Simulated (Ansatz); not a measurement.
Crystal: HPbNO4.

```
CELL_PARAMETERS angstrom
4.12040 -0.00081 -0.01120
0.00404 6.42722 0.05360
0.02791 3.20707 7.74994
ATOMIC_POSITIONS crystal
H 0.90366 0.21821 0.48851
H 0.40337 0.78177 0.51142
Pb 0.39455 0.30863 0.70725
Pb 0.89489 0.69135 0.29266
N 0.63409 0.19990 0.20730
N 0.13386 0.80012 0.79275
O 0.90829 0.32866 0.54369
O 0.53792 0.39076 0.19497
O 0.53483 0.11279 0.10602
O 0.83718 0.08887 0.32672
O 0.40817 0.67132 0.45624
O 0.03774 0.60924 0.80520
O 0.03429 0.88737 0.89397
O 0.33716 0.91101 0.67330
```

The cell was built by a generator and needn't be a form met in nature.

Base run:

- Program: Ansatz 0.2.0
- Functional: PBEsol
- Potentials or basis: Ansatz PAW
- Cutoff: 420 eV
- Density cutoff: 1680 eV
- k mesh: 7 × 5 × 4
- Occupations: fermi-dirac, width 0.05 eV
- Spin: no spin polarisation

Its results: band gap on the k mesh 3.29 eV, indirect (least direct gap 3.37 eV); largest force 0.443 eV/Å.

Problem. After a change of settings the same cell gave: band gap on the k mesh 4.76 eV, indirect (least direct gap 4.91 eV); largest force 1.516 eV/Å. Which change was it?
A. functional from PBEsol to PBE
B. functional from PBEsol to HSE06; k mesh from 7 × 5 × 4 to 3 × 2 × 2
C. functional from PBEsol to r2SCAN; cutoff from 420 eV to 500 eV; density cutoff from 1680 eV to 2000 eV
D. functional from PBEsol to LDA

Solution. B.

Caveats: some runs use coarse meshes; spin-orbit coupling is left out, which as a rule narrows the gap of such compounds by several tenths of an eV; the PAW data sets come from PBE, with cores solved anew for the run's functional, which leaves a small shift of forces and pressure; odd divisions of the mesh miss points on the zone boundary, where band edges often lie, so the gap on the mesh can be too wide (some runs); forces of over 1 eV/Å show positions far from the minimum, so gaps and moduli don't describe the material at rest (some runs).

Not every run made on this cell is shown here.
